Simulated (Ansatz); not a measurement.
CH5AlOSi, SMILES C1[O][AlH][SiH2]1, a polarisability from point charges

Program: Ansatz 0.2.0 through its Python package.

`ch5alosi_field.py`:
```python
"""Dipole of CH5AlOSi in the field of point charges."""

import ansatz
import numpy as np

ch5alosi = (
    ansatz.Crystal.molecule()
    .atom("C", (-0.4833, 0.7956, -0.4926))
    .atom("O", (0.8261, 1.1727, -0.6389))
    .atom("Al", (1.6149, -0.2324, 0.2374))
    .atom("Si", (-0.4977, -0.6212, 0.6347))
    .atom("H", (-0.9541, 0.5669, -1.5131))
    .atom("H", (-1.091, 1.7062, -0.0619))
    .atom("H", (2.7392, -1.3199, -0.2266))
    .atom("H", (-1.0616, -1.8326, -0.0006))
    .atom("H", (-1.004, -0.2816, 2.0445))
)

job = (
    ch5alosi.calculation()
    .basis(gaussian="def2-SVP")
    .functional("PBE")
    .forces()
)
# charges +q and -q at -R and +R make a nearly even field 2 k q / R^2 at the centre
centre = np.mean([site.position_ang for site in ch5alosi.cartesian_sites], axis=0)
field = 2 * 14.399645 * 4.0 / 40.0 ** 2


def dipole(axis, sign):
    arm = 40.0 * np.eye(3)[axis]
    pair = [{"charge": sign * 4.0, "position_ang": (centre - arm).tolist()}, {"charge": -sign * 4.0, "position_ang": (centre + arm).tolist()}]
    deck = job.input().set(ansatz.key.basis.gaussian.point_charges, pair)
    return np.array(ansatz.Session.from_dict(deck).plan().execute().report["charge_distribution"]["dipole_moment_e_ang"])


print(f"field {field:.4f} V/A")
alpha = np.array([(dipole(axis, 1) - dipole(axis, -1)) / (2 * field) * 14.399645 for axis in range(3)])
print("polarisability tensor (A^3)")
print(np.array2string(alpha, precision=3, suppress_small=True))
print(f"mean {np.trace(alpha) / 3:.3f} A^3 = {np.trace(alpha) / 3 / 0.14818471:.2f} bohr^3")
```

Output of `python ch5alosi_field.py`:
```text
field 0.0720 V/A
polarisability tensor (A^3)
[[11.748 -0.673  0.287]
 [-0.665  9.05  -0.108]
 [ 0.287 -0.109  8.744]]
mean 9.847 A^3 = 66.45 bohr^3
```

What to keep in mind:
- The geometry is a force-field or estimated start, not a minimum of this method, and the basis set is short of its limit. The field of two point charges is only nearly even.
- Without diffuse functions polarisabilities are unreliable, as a rule too low, and they change with the bond lengths of this unrelaxed start.
- The whole script took 8.5 s on 1 thread of Intel(R) Xeon(R) 6975P-C (Granite Rapids) (shared host), peak memory 0.2 GiB.

(Lines on the test bed's own set-up are left out of the output.)
